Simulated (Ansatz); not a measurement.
**HfB2 (AlB2 type): zero-pressure volume and bulk modulus with RPBE**

An exercise on one series of results from a longer session: the logs are not shown, and one member is left open.

Method: DFT RPBE, scalar-relativistic, plane waves, PAW, in Ansatz 0.2.0.

1 further run of the same task is left out (set aside as unsound or not needed). Runs told in other sessions of the task aren't counted.

### The starting structure

It takes space group P6/mmm (No. 191, hexagonal). Conventional cell: a = 3.143 Å, b = 3.143 Å, c = 3.473 Å, α = 90.00°, β = 90.00°, γ = 120.00°. Around Hf (site symmetry 6/mmm) lie 12 B at 2.51 Å. B (site symmetry -6m2) is surrounded by 3 B at 1.81 Å and 6 Hf at 2.51 Å.

As a file:

```cif
data_structure
_symmetry_space_group_name_H-M 'P 1'
_symmetry_Int_Tables_number 1
_cell_length_a 3.1433
_cell_length_b 3.1433
_cell_length_c 3.4726
_cell_angle_alpha 90.000
_cell_angle_beta 90.000
_cell_angle_gamma 120.000
_cell_volume 29.71
loop_
_atom_site_label
_atom_site_type_symbol
_atom_site_fract_x
_atom_site_fract_y
_atom_site_fract_z
_atom_site_occupancy
Hf1 Hf 0.00000 0.00000 0.00000 1
B1 B 0.33333 0.66667 0.50000 1
B2 B 0.66667 0.33333 0.50000 1
```

An earlier run on this cell at PBE gave 1.25 GPa at 9.905 Å³/atom (8×8×8 mesh), no gap.

Set-up of the first run:

File input.yaml:

```yaml
crystal:
  lattice:
    - [3.1433302003, 0.0, 0.0]
    - [-1.5716651001, 2.7222038059, 0.0]
    - [0.0, 0.0, 3.472647553]
  atoms:
    - { symbol: Hf, position: [0.0, 0.0, 0.0] }
    - { symbol: B, position: [0.3333333333, 0.6666666667, 0.5] }
    - { symbol: B, position: [0.6666666667, 0.3333333333, 0.5] }
basis:
  ecutwfc: 420
  ecutrho_ratio: 4
kpoints:
  mp_grid: { grid: [8, 8, 8] }
hamiltonian:
  xc: rpbe
scf:
  occupations: { method: gaussian, width: 0.05 }
output:
  forces: true
  stress: true
  eigenvalues: true
relax:
  f_tol: 0.02
  max_steps: 40
  cell: { stress_tol: 0.2, fix: [volume] }
```

Command:

```bash
ansatz run input.yaml --threads 4 --pin off --max-ram 8192MiB --backend cpu --events-out ev --progress --plain --runs-dir out
```

Among the steps run: At the given cell; Stepping to 10.266 Å³/atom; Stepping to 10.125 Å³/atom; Volume × 0.98 of the new zero; Volume × 1.02 of the new zero; Volume × 0.96 of the new zero; Volume × 1.04 of the new zero.

One table of the session follows, with a row left open; its other results are not shown here.

It belongs to the step «Energy and pressure against volume». 

```
volume (Å³/atom)  energy (meV/atom)  pressure (GPa)
           9.720              12.88           10.54
           9.922               3.11            5.01
          10.125               0.00            0.00
          10.327                  ?               ?
          10.530              11.30           -8.65
```

Estimate the missing values for volume (Å³/atom) = 10.327.

Worked estimate for «energy (meV/atom)». A straight line through the neighbours (10.125, 0.00) and (10.530, 11.30) gives 0.00 + (11.30 − 0.00) × (10.327 − 10.125) / (10.530 − 10.125) = 5.64; a parabola fitted to 3 rows on both sides gives 2.72.

The run gave: energy (meV/atom): 2.91; pressure (GPa): -4.54. In «energy (meV/atom)» the line misses by +2.73 and the parabola by -0.19.
